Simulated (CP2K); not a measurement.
# PBE/TZV2P-MOLOPT-PBE-GTH (core potential) run of AlPNH4OF (SMILES [NH2][Al]([F])[PH]O)

Aim: the energy change on altering one bond length of AlPNH4OF at PBE/TZV2P-MOLOPT-PBE-GTH (core potential), from 2 runs. 

The calculation is run with CP2K 2026.2.

### 1 The molecule

AlPNH4OF: 9 atoms, total charge 0, spin state singlet. SMILES: `[NH2][Al]([F])[PH]O`. The coordinates come from a PBE0-D4/def2-TZVP relaxation. This is one conformer, not always the lowest.

Bond lengths: N1–Al2 1.755 Å, Al2–F3 1.652 Å, Al2–P4 2.334 Å, P4–O5 1.677 Å, N1–H6 1.007 Å, N1–H7 1.006 Å, P4–H8 1.430 Å, O5–H9 0.960 Å. Angles: N1–Al2–F3 119.8°, N1–Al2–P4 121.0°, F3–Al2–P4 119.0°, Al2–P4–O5 96.2°, Al2–N1–H6 122.5°, Al2–N1–H7 126.3°, Al2–P4–H8 92.8°, O5–P4–H8 100.3°, P4–O5–H9 109.0°, H6–N1–H7 111.1°.

### 2 A single-point energy at PBE/TZV2P-MOLOPT-PBE-GTH (core potential)

The input, job.inp:

```
&GLOBAL
  PROJECT_NAME job
  RUN_TYPE ENERGY
  PRINT_LEVEL MEDIUM
&END
&FORCE_EVAL
  METHOD QS
  &DFT
    BASIS_SET_FILE_NAME BASIS_MOLOPT_UZH
    POTENTIAL_FILE_NAME POTENTIAL_UZH
    &QS
      METHOD GPW
      EPS_DEFAULT 1.0E-10
    &END
    &MGRID
      CUTOFF 400
      REL_CUTOFF 50
      NGRIDS 4
    &END
    &POISSON
      PERIODIC NONE
      POISSON_SOLVER MULTIPOLE
    &END
    # self-consistent field
    &SCF
      SCF_GUESS ATOMIC
      EPS_SCF 1.0E-06
      MAX_SCF 40
      &OT
        MINIMIZER DIIS
        PRECONDITIONER FULL_ALL
      &END
      &OUTER_SCF
        EPS_SCF 1.0E-06
        MAX_SCF 8
      &END
    &END
    # functional
    &XC
      &XC_FUNCTIONAL PBE
      &END
    &END
    # extra output
    &PRINT
      &MOMENTS
        PERIODIC F
        REFERENCE COM
        MAX_MOMENT 1
      &END
      &MO_CUBES
        NLUMO 1
        NHOMO -1
        WRITE_CUBE F
      &END
      &HIRSHFELD OFF
      &END
    &END
  &END
  # atoms, cell and kinds
  &SUBSYS
    # vacuum box
    &CELL
      ABC 12.1 10.4 9.3
      PERIODIC NONE
    &END
    &COORD
      UNIT bohr
      N      2.8141801     1.8984189    -0.3511111
      Al     1.6674943    -1.0826241     0.5389499
      F      3.6004952    -3.1698266     1.8254754
      P     -2.4995407    -2.2603014    -0.2993326
      O     -3.5713934     0.6634828    -0.8910059
      H      1.6892262     3.2554312    -1.0693960
      H      4.5952470     2.5301543    -0.1368162
      H     -3.1051980    -2.4759192     2.3249301
      H     -5.0230810     0.5536898    -1.9740079
    &END
    &TOPOLOGY
      &CENTER_COORDINATES
      &END
    &END
    &KIND N
      BASIS_SET TZV2P-MOLOPT-PBE-GTH-q5
      POTENTIAL GTH-PBE-q5
    &END
    &KIND Al
      BASIS_SET TZV2P-MOLOPT-PBE-GTH-q3
      POTENTIAL GTH-PBE-q3
    &END
    &KIND F
      BASIS_SET TZV2P-MOLOPT-PBE-GTH-q7
      POTENTIAL GTH-PBE-q7
    &END
    &KIND P
      BASIS_SET TZV2P-MOLOPT-PBE-GTH-q5
      POTENTIAL GTH-PBE-q5
    &END
    &KIND O
      BASIS_SET TZV2P-MOLOPT-PBE-GTH-q6
      POTENTIAL GTH-PBE-q6
    &END
    &KIND H
      BASIS_SET TZV2P-MOLOPT-PBE-GTH-q1
      POTENTIAL GTH-PBE-q1
    &END
  &END
&END
```

Launch:

```
$ OMP_NUM_THREADS=1 cp2k.psmp -i job.inp > job.out 2>&1
```

Log:

```text
CP2K| version string:                                       CP2K version 2026.2
[...]
 GLOBAL| Method name                                                        CP2K
[...]
 GLOBAL| Run type                                                         ENERGY
[...]
 DFT| Spin restricted Kohn-Sham (RKS) calculation                            RKS
 DFT| Multiplicity                                                             1
[...]
 DFT| Charge                                                                   0
[...]
 FUNCTIONAL| PBE:
 QS| Method:                                                                 GPW
[...]
 QS| Density cutoff [a.u.]:                                                200.0
[...]
 QS| Relative density cutoff [a.u.]:                                        25.0
[...]
                             - Atoms:                                          9
[...]
                             - Spherical basis functions:                    201
[...]
 Number of electrons:                                                         30
[...]
     1 OT DIIS     0.15E+00    4.5     0.10949780       -58.7038941878 -5.87E+01
[...]
    35 OT DIIS     0.15E+00    5.6     0.00000094       -61.3371867907 -3.25E-10
  *** SCF run converged in    35 steps ***
[...]
  Overlap energy of the core charge distribution:               0.00000029165000
  Self energy of the core charge distribution:               -158.40547348358797
  Core Hamiltonian energy:                                     44.26751990352295
  Hartree energy:                                              67.47974011053581
  Exchange-correlation energy:                                -14.67897361282207
  Total energy:                                               -61.33718679070127
[...]
                     Mulliken Population Analysis
 #  Atom  Element  Kind  Atomic population                           Net charge
       1     N        1          5.408597                             -0.408597
       2     Al       2          1.984215                              1.015785
       3     F        3          7.496754                             -0.496754
       4     P        4          5.012528                             -0.012528
       5     O        5          6.331643                             -0.331643
       6     H        6          0.917007                              0.082993
       7     H        6          0.933844                              0.066156
       8     H        6          1.036182                             -0.036182
       9     H        6          0.879230                              0.120770
 # Total charge                             30.000000                 -0.000000
[...]
  Dipole moment [Debye]
    X= -0.1143789E+01 Y=  0.1774511E+01 Z= -0.1039219E+01  Total=      2.3531086
[...]
 WARNING : did not converge in ot_eigensolver
 number of iterations          299  exceeded maximum
 current gradient / target gradient   3.9977509669699264E-004  /    1.0000000000000001E-005
[...]
 HOMO - LUMO gap [eV] :    4.065782
 ENERGY| Total FORCE_EVAL ( QS ) energy [hartree]            -61.337186790701274
[...]
```

It took 3.3 min on 1 thread of AMD EPYC (Zen 3), shared host; peak memory 0.96 GiB.

### 3 The distorted shape at the same level

The input, gas.inp:

```
&GLOBAL
  PROJECT gas
  RUN_TYPE ENERGY
  PRINT_LEVEL MEDIUM
&END GLOBAL

&FORCE_EVAL
  METHOD QUICKSTEP
  &DFT
    BASIS_SET_FILE_NAME BASIS_MOLOPT_UZH
    POTENTIAL_FILE_NAME POTENTIAL_UZH
    # Quickstep
    &QS
      METHOD GPW
      EPS_DEFAULT 1.0E-10
    &END QS
    &MGRID
      CUTOFF 400
      REL_CUTOFF 50
      NGRIDS 4
    &END MGRID
    # cluster boundary conditions
    &POISSON
      PERIODIC NONE
      POISSON_SOLVER MULTIPOLE
    &END POISSON
    &SCF
      SCF_GUESS ATOMIC
      EPS_SCF 1.0E-06
      MAX_SCF 50
      &OT
        MINIMIZER CG
        PRECONDITIONER FULL_ALL
      &END OT
      &OUTER_SCF
        EPS_SCF 1.0E-06
        MAX_SCF 5
      &END OUTER_SCF
    &END SCF
    # exchange and correlation
    &XC
      &XC_FUNCTIONAL PBE
      &END XC_FUNCTIONAL
    &END XC
    # extra output
    &PRINT
      &MOMENTS
        PERIODIC F
        REFERENCE COM
        MAX_MOMENT 1
      &END MOMENTS
      &MO_CUBES
        NLUMO 5
        NHOMO -1
        WRITE_CUBE F
      &END MO_CUBES
      &HIRSHFELD OFF
      &END HIRSHFELD
    &END PRINT
  &END DFT
  # atoms, cell and kinds
  &SUBSYS
    &CELL
      ABC 12.1 10.4 9.7
      PERIODIC NONE
    &END CELL
    &COORD
      N      1.585351     1.038830    -0.602416
      Al     0.978551    -0.538670    -0.131416
      F      2.001451    -1.643170     0.549384
      P     -1.226549    -1.161870    -0.575016
      O     -1.793749     0.385330    -0.888116
      H      0.990051     1.756930    -0.982516
      H      2.527851     1.373130    -0.489016
      H     -1.643200    -1.310200     1.230300
      H     -2.561949     0.327230    -1.461216
    &END COORD
    &TOPOLOGY
      &CENTER_COORDINATES
      &END CENTER_COORDINATES
    &END TOPOLOGY
    &KIND N
      BASIS_SET TZV2P-MOLOPT-PBE-GTH-q5
      POTENTIAL GTH-PBE-q5
    &END KIND
    &KIND Al
      BASIS_SET TZV2P-MOLOPT-PBE-GTH-q3
      POTENTIAL GTH-PBE-q3
    &END KIND
    &KIND F
      BASIS_SET TZV2P-MOLOPT-PBE-GTH-q7
      POTENTIAL GTH-PBE-q7
    &END KIND
    &KIND P
      BASIS_SET TZV2P-MOLOPT-PBE-GTH-q5
      POTENTIAL GTH-PBE-q5
    &END KIND
    &KIND O
      BASIS_SET TZV2P-MOLOPT-PBE-GTH-q6
      POTENTIAL GTH-PBE-q6
    &END KIND
    &KIND H
      BASIS_SET TZV2P-MOLOPT-PBE-GTH-q1
      POTENTIAL GTH-PBE-q1
    &END KIND
  &END SUBSYS
&END FORCE_EVAL
```

Launch:

```
$ OMP_NUM_THREADS=1 cp2k.psmp gas.inp > gas.out
```

Log (excerpt; [...] marks lines left out):

```text
CP2K| version string:                                       CP2K version 2026.2
[...]
 GLOBAL| Method name                                                        CP2K
[...]
 GLOBAL| Run type                                                         ENERGY
[...]
 DFT| Spin restricted Kohn-Sham (RKS) calculation                            RKS
 DFT| Multiplicity                                                             1
[...]
 DFT| Charge                                                                   0
[...]
 FUNCTIONAL| PBE:
 QS| Method:                                                                 GPW
[...]
 QS| Density cutoff [a.u.]:                                                200.0
[...]
 QS| Relative density cutoff [a.u.]:                                        25.0
[...]
                             - Atoms:                                          9
[...]
                             - Spherical basis functions:                    201
[...]
 Number of electrons:                                                         30
[...]
     1 OT CG       0.15E+00    4.9     0.11393083       -58.7316024401 -5.87E+01
[...]
    34 OT CG       0.12E+00    6.0     0.00000085       -61.3064507204 -3.14E-10
  *** SCF run converged in    34 steps ***
[...]
  Overlap energy of the core charge distribution:               0.00000026853774
  Self energy of the core charge distribution:               -158.40547348358797
  Core Hamiltonian energy:                                     44.07777585467585
  Hartree energy:                                              67.61912568610241
  Exchange-correlation energy:                                -14.59787904610137
  Total energy:                                               -61.30645072037333
[...]
                     Mulliken Population Analysis
 #  Atom  Element  Kind  Atomic population                           Net charge
       1     N        1          5.407628                             -0.407628
       2     Al       2          1.976612                              1.023388
       3     F        3          7.495737                             -0.495737
       4     P        4          5.022530                             -0.022530
[...]
  Dipole moment [Debye]
    X= -0.9620422E+00 Y=  0.1953760E+01 Z= -0.1647181E+01  Total=      2.7305509
[...]
 HOMO - LUMO gap [eV] :    4.003778
 ENERGY| Total FORCE_EVAL ( QS ) energy [hartree]            -61.306450720373334
[...]
```

Wall time 4.6 min (1 thread of AMD EPYC (Zen 3), shared host); peak memory 0.96 GiB.

### 4 Summary of results

Level: PBE/TZV2P-MOLOPT-PBE-GTH (core potential).

| quantity | value |
| --- | --- |
| first shape: total energy | -61.33719 Eh |
| first shape: dipole moment | 2.35 D |
| first shape: HOMO energy | -5.82 eV |
| first shape: LUMO energy | -1.75 eV |
| first shape: HOMO–LUMO gap | 4.07 eV |
| distorted shape: total energy | -61.30645 Eh |
| distorted shape: dipole moment | 2.73 D |
| distorted shape: HOMO energy | -5.94 eV |
| distorted shape: LUMO energy | -1.93 eV |
| distorted shape: HOMO–LUMO gap | 4.00 eV |
| energy change with the P4–H8 bond stretched from 1.430 to 1.859 Å | 0.836 eV |

**Reading.** With the P4–H8 bond stretched from 1.430 to 1.859 Å the energy rises by 0.84 eV (80.7 kJ/mol). The first shape isn't relaxed at this level, so the change isn't measured from a minimum.
